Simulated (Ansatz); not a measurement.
# C₃H₄Se: one species, many methods

Aim: compute C₃H₄Se with functionals from several rungs and with coupled cluster. The yardstick is the atomisation energy at the CCSD(T) limit.

Program: Ansatz 0.2.0, Gaussian basis. Level of theory: functionals in def2-TZVPP, the program's frozen cores in correlated methods. These are calculated values, not measurements.

The runs, in order: LDA (SPW92), PBE-D4, revPBE-D4, BLYP-D4, r2SCAN-D4, B97M-V, PBE0-D4, B3LYP-D4, r2SCANh-D4, r2SCAN0-D4, HSE06-D4, BHLYP-D4, CAM-B3LYP-D4, LC-ωPBE, ωB97X-V, ωB97M-V, B2PLYP, PBE-QIDH; CCSD(T)/def2-SVP; CCSD(T)/def2-TZVPP; MP2/def2-QZVPP; extrapolation to the limit; RPA on PBE.

## Step 1: The relaxed structure

An earlier PBE0-D4 in a triple-zeta def2 set relaxation fixed the geometry.

SMILES `[Se]=C1CC1`, 8 atoms, charge 0, spin multiplicity 1.

Atoms are counted from 1 here; the program's logs count them from 0.

Bond lengths: Se1–C2 1.734 Å, C2–C3 1.457 Å, C2–C4 1.457 Å, C3–C4 1.526 Å, C3–H5 1.086 Å, C3–H6 1.086 Å, C4–H7 1.086 Å, C4–H8 1.086 Å. Angles: Se1–C2–C3 148.4°, Se1–C2–C4 148.4°, C3–C2–C4 63.2°, C2–C3–C4 58.4°, C2–C3–H5 118.0°, C2–C3–H6 118.0°, C4–C3–H5 118.5°, C4–C3–H6 118.5°, H5–C3–H6 114.3°, C2–C4–C3 58.4°, C2–C4–H7 118.0°, C2–C4–H8 118.0°, C3–C4–H7 118.5°, C3–C4–H8 118.5°, H7–C4–H8 114.3°.

## Step 2: LDA

This LDA is Slater exchange with PW92 correlation.

in.yaml reads:

```yaml
crystal:
  periodic: [false, false, false]
  atoms:
    - {symbol: Se, position_ang: [-2.384601, 0.894554, -0.390144]}
    - {symbol: C, position_ang: [-0.779227, 0.290307, -0.133048]}
    - {symbol: C, position_ang: [0.570662, 0.525120, 0.361065]}
    - {symbol: C, position_ang: [0.168097, -0.808685, -0.260706]}
    - {symbol: H, position_ang: [0.719964, 0.571305, 1.435622]}
    - {symbol: H, position_ang: [1.214456, 1.188918, -0.208102]}
    - {symbol: H, position_ang: [0.538165, -1.050930, -1.252392]}
    - {symbol: H, position_ang: [0.044484, -1.667688, 0.391905]}
basis:
  gaussian: {orbitals: def2-TZVPP}
hamiltonian: {xc: lda}
output: {orbitals: {seedname: orbitals}}
```

On the command line:

```console
$ ansatz run in.yaml --threads 2 --pin off --events-out ev --progress --plain --max-ram 4352MiB
```

After this run come: PBE-D4 (GGA); revPBE-D4 (GGA); BLYP-D4 (GGA); r2SCAN-D4 (meta-GGA); B97M-V (meta-GGA); PBE0-D4 (hybrid); B3LYP-D4 (hybrid); r2SCANh-D4 (hybrid); r2SCAN0-D4 (hybrid); HSE06-D4 (hybrid); BHLYP-D4 (hybrid); CAM-B3LYP-D4 (range-separated); LC-ωPBE (range-separated); ωB97X-V (range-separated); ωB97M-V (range-separated); B2PLYP (double hybrid); PBE-QIDH (double hybrid); CCSD(T) in def2-SVP; CCSD(T) in def2-TZVPP; MP2 in def2-QZVPP; RPA on PBE orbitals.

**Question.** What will the summary of the whole plan be? Wanted: atomisation energy, CCSD(T)/CBS; farthest beyond LDA; mean size of error, GGA; mean size of error, meta-GGA; mean size of error, hybrid; mean size of error, range-separated; mean size of error, double hybrid; gap, smallest and largest; T1 diagnostic.

**Answer**, as computed:

```
                               quantity                                                                                                                    value
        atomisation energy, CCSD(T)/CBS                                                                                                            3099.0 kJ/mol
 functionals within 31.0 kJ/mol (1.0 %)  BLYP-D4, r2SCAN-D4, B97M-V, B3LYP-D4, r2SCANh-D4, r2SCAN0-D4, CAM-B3LYP-D4, LC-ωPBE, ωB97X-V, ωB97M-V, B2PLYP, PBE-QIDH
                    farthest beyond LDA                                                                                                   PBE-D4 (+123.6 kJ/mol)
                mean size of error, GGA                                                                                                              56.9 kJ/mol
           mean size of error, meta-GGA                                                                                                              23.2 kJ/mol
             mean size of error, hybrid                                                                                                              41.4 kJ/mol
    mean size of error, range-separated                                                                                                               3.0 kJ/mol
      mean size of error, double hybrid                                                                                                              16.9 kJ/mol
              gap, smallest and largest                                                                                 1.63 eV (LDA (SPW92)), 8.41 eV (LC-ωPBE)
                          T1 diagnostic                                                                                                                   0.0153
triples share of the correlation energy                                                                                                                    4.5 %
```

LDA overbinds by 526.4 kJ/mol (17 %). PBE-D4 misses by +123.6 kJ/mol. Double hybrids carry the basis error of their MP2 part in triple zeta, and no dispersion term here, so their miss is partly the set-up's. The rungs range-separated, double hybrid, meta-GGA miss on average by less than the doubt on the reference (31.0 kJ/mol), so they tie. Misses under about 31.0 kJ/mol are within the doubt on the reference itself, which lacks core-valence correlation, relativity and higher excitations, and its outer-core shells are covered unevenly. All levels share the lack of spin-orbit coupling, which lowers the free heavy atoms and so the true binding. Hartree-Fock recovers 71 % of the binding; the rest is correlation. CCSD(T) in def2-SVP is off by -141.7 kJ/mol, so the small basis spoils what the method gains. Orbital gaps span 1.6 to 8.4 eV; exact exchange widens them. The restricted reference is unstable towards a spin-broken one. Correlated methods include outer-core shells of Se, which these sets cover unevenly.
